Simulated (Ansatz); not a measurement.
# C₂H₇Sn, SMILES [CH2][SnH2][CH3]: an atomisation energy

Program: the Python package of Ansatz (0.2.0).

`c2h7sn.xyz`
```text
10

C    -1.62210    0.32620   -1.01950
Sn    0.25400    0.68640   -0.15230
C     0.70970   -0.97440    1.09360
H    -1.58130   -0.55710   -1.62550
H    -1.91530    1.21620   -1.71490
H     0.23040    2.17150    0.80280
H     1.48580    0.83340   -1.41270
H     0.01920   -1.04990    1.90200
H     0.75900   -1.88800    0.54350
H     1.74380   -0.81540    1.58590
```

The cells in order, each with its output:

**Cell 1**
```python
from collections import Counter

import ansatz as az
```

**Cell 2**
```python
def energy(molecule, charge=0, unpaired=0):
    calc = molecule.calculation().basis(gaussian='def2-SVP').functional('B3LYP', dispersion='d3bj')
    if charge:
        calc = calc.charge(charge)
    if unpaired:
        calc = calc.spin('collinear', total=unpaired)
    return calc.run(threads=1).report['free_energy_ev']
```

**Cell 3**
```python
c2h7sn = az.Crystal.molecule_from_extxyz('c2h7sn.xyz')
```

**Cell 4**
```python
# Hund ground states
unpaired = {'C': 2, 'Sn': 2, 'H': 1}
counts = Counter(site.symbol for site in c2h7sn.cartesian_sites)
atom_energy = {s: energy(az.Crystal.molecule().atom(s, (0, 0, 0)), 0, unpaired[s]) for s in counts}
whole = energy(c2h7sn, 0, 1)
for s, e in atom_energy.items():
    print(f'{s:2s} x{counts[s]}  {e:14.5f} eV')
print(f'C2H7Sn: {whole:.5f} eV')
split = sum(counts[s] * e for s, e in atom_energy.items()) - whole
print(f'atomisation energy (no zero-point term): {96.485332 * split:.1f} kJ/mol, {split / sum(counts.values()):.3f} eV an atom')
```
Output:
```text
C  x2     -1028.97301 eV
Sn x1     -5832.00832 eV
H  x7       -13.63995 eV
C2H7Sn: -8017.40346 eV
atomisation energy (no zero-point term): 3084.6 kJ/mol, 3.197 eV an atom
```

3084.6 kJ/mol from the electronic energies, without the zero-point term.

Reading the output:
- Total energies depend on the basis set; only differences at equal settings carry meaning.
- The geometry is a force-field or estimated start, not a minimum of this method, and the basis set is short of its limit. All parts are taken at fixed geometry, without zero-point energy.
- def2 sets replace the cores of elements past krypton by effective core potentials.
- The species is open-shell (spin multiplicity 2).
- b3lyp holds the VWN-RPA fit, as in Gaussian; the form of ORCA and Turbomole is b3lyp5.
- The spin-orbit lowering of heavy atoms is left out.
- Finished in 6.1 s on 1 thread of Arm Neoverse V1, on a shared host, peak memory 0.29 GiB.

(Lines on the test bed's own set-up are left out of the output.)
